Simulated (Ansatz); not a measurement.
A nudged elastic band was laid between two geometries of a periodic cell of 15 atoms, W (host W, host structure bcc, one W atom removed).

All numbers below come from Ansatz, DFT PBEsol, scalar-relativistic, plane waves, PAW. Settings: PAW set soft_1, cutoff 420 eV, k mesh 3x3x3, gaussian smearing 0.15 eV, no spin polarisation.

* movable images: 5
* climbing image: yes
* spring: 5.0 eV/Å²
* optimiser: quadratic models (default)
* start path: IDPP
* force threshold: 0.03 eV/Å
* iteration limit: 41
* end points: relaxed

Initial state:

```xyz
15
Lattice="6.3200 0.0000 0.0000 0.0000 6.3200 0.0000 0.0000 0.0000 6.3200" Properties=species:S:1:pos:R:3
W 3.153 0.012 0.012
W -0.007 3.172 0.012
W -0.007 0.012 3.172
W 1.561 1.580 1.580
W 3.153 3.172 0.012
W 3.153 0.012 3.172
W 4.745 1.580 1.580
W -0.007 3.172 3.172
W 1.561 4.764 1.580
W 1.561 1.580 4.764
W 3.153 3.172 3.172
W 4.745 4.764 1.579
W 4.745 1.580 4.764
W 1.560 4.765 4.765
W 4.745 4.764 4.764
```

Final state:

Only the atoms that move by more than 0.05 Å are listed.
```
W4 0.012 0.012 0.012
```

Question: Which bonds break or form, and what moves?

Answer: Contacts lost: W4–W5, W4–W6, W4–W8, W4–W11. Contacts made: W4–W12, W4–W13, W4–W14, W4–W15. The atom that moves furthest is W4, by 2.70 Å.

Question: Give the energies along the band, and the barrier.

Answer: It converged. The highest image is number 4 of 0 to 6, 1.55 eV above the ends, which have the same energy within 2 meV. By the program's own check the climbing image is a first-order saddle point (lowest curvatures found: -3.10 and 8.49 eV/Å²). Limits of this set-up: coarse k mesh, PAW files made for another functional.

| image | path coordinate (Å) | energy (eV) | W4–W5 (Å) | W4–W6 (Å) | W4–W8 (Å) |
| --- | --- | --- | --- | --- | --- |
| 0 | 0.00 | 0.00 | 2.74 | 2.74 | 2.74 |
| 1 | 0.41 | 0.51 | 2.89 | 2.89 | 2.89 |
| 2 | 0.82 | 1.41 | 3.11 | 3.11 | 3.11 |
| 3 | 1.24 | 1.52 | 3.34 | 3.34 | 3.34 |
| 4 | 1.65 | 1.55 | 3.61 | 3.61 | 3.61 |
| 5 | 2.16 | 0.76 | 4.02 | 4.02 | 4.02 |
| 6 | 2.68 | 0.00 | 4.43 | 4.43 | 4.43 |

Question: What is the geometry of the highest image?

Answer: 
```xyz
15
Lattice="6.3200 0.0000 0.0000 0.0000 6.3200 0.0000 0.0000 0.0000 6.3200" Properties=species:S:1:pos:R:3
W 3.182 -0.025 -0.025
W -0.031 3.188 -0.025
W -0.031 -0.025 3.188
W 0.603 0.610 0.609
W 3.120 3.126 0.013
W 3.120 0.013 3.126
W 4.671 1.613 1.613
W 0.007 3.126 3.126
W 1.606 4.678 1.612
W 1.606 1.613 4.678
W 3.164 3.170 3.170
W 4.745 4.752 1.582
W 4.746 1.582 4.752
W 1.575 4.752 4.752
W 4.749 4.755 4.755
```

The run took 15 min on 4 threads of Arm Neoverse V2, with other jobs on the host, peak memory 2.9 GiB.
